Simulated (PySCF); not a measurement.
# [Hg(H2CO)]2+: other functionals and bases at one geometry

The task here is to estimate one member of a computed series from the others.

Method: several levels, as the steps say, no spin–orbit coupling; program: PySCF 2.14.0.

1 further run of the same task is left out (for a known fault of the program).

## Starting geometry

5 atoms, charge 2, spin multiplicity 1.

Bond lengths: Hg1–O2 2.169 Å, O2–C3 1.229 Å, C3–H4 1.122 Å, C3–H5 1.112 Å. Angles: Hg1–O2–C3 133.5°, O2–C3–H4 114.6°, O2–C3–H5 125.9°, H4–C3–H5 119.6°.

Geometry (Å):

```xyz
5
charge 2, multiplicity 1
Hg   -0.2777    0.0000   -0.2593
O     0.4885    0.0000    1.7704
C    -0.0476    0.0000    2.8761
H     0.6671    0.0000    3.7408
H    -1.1424    0.0000    3.0691
```

Formal oxidation states: Hg +2. An earlier session relaxed this geometry at PBE0, Hg def2-SVP with ECP60, O def2-SVP, C def2-SVP, H def2-SVP (singlet, point group Cs).

At PBE0 on the finer grid: E = -266.906954 Eh, HOMO -21.08 eV, LUMO -17.55 eV, Mulliken charge on Hg1 +1.41 e, largest force component 0.014 eV/Å. 

Levels to run: CAM-B3LYP; M06-L; PBE0, TZVP. Hardware: 2 threads of Arm Neoverse V2, shared host.

The first run:

Contents of run.py (the lines that set the calculation):

```python
mol = gto.M(atom='''
Hg    -0.27773     0.00000    -0.25928
O      0.48854     0.00000     1.77038
C     -0.04755     0.00000     2.87608
H      0.66708     0.00000     3.74079
H     -1.14238     0.00000     3.06912''',
    basis={'Hg': 'def2-SVP', 'O': 'def2-SVP', 'C': 'def2-SVP', 'H': 'def2-SVP'},
    ecp={'Hg': 'def2-SVP'},
    charge=2, spin=0)
mf = dft.RKS(mol, xc='CAMB3LYP')
mf.grids.atom_grid = (75, 302)
mf = mf.density_fit()  # fitting sets: Hg def2-universal-JKFIT, O def2-universal-JKFIT, C def2-universal-JKFIT, H def2-universal-JKFIT
mf.conv_tol = 1e-08; mf.max_cycle = 55
mf.kernel(dm0)  # dm0: the density of the relaxed state
```

Command:

```console
> OMP_NUM_THREADS=2 python run.py
```

Among the steps run: CAM-B3LYP; M06-L; PBE0, TZVP.

One table of the session follows, with a row left open; its other results are not shown here.

```
              level  HOMO (eV)  gap (eV)  dipole (D)  largest force component (eV/Å)
PBE0 (relaxed here)     -21.08      3.54        7.53                            0.01
          CAM-B3LYP          ?         ?           ?                               ?
              M06-L     -19.95      2.03        7.65                            0.62
         PBE0, TZVP     -21.05      3.55        7.53                            0.34
```

Q: Estimate the row for CAM-B3LYP from the others.

The run gave: HOMO (eV): -22.29; gap (eV): 5.69; dipole (D): 7.12; largest force component (eV/Å): 0.61. In the column «HOMO (eV)» it is the lowest.

The dipole of a charged species depends on the origin, so these sizes hold for this origin alone.

In one basis the HOMO–LUMO gap runs from 2.03 eV (M06-L) to 5.69 eV (CAM-B3LYP). The largest leftover force, 0.62 eV/Å with M06-L, stands at a geometry relaxed at another level. Total energies of different levels can't be compared.
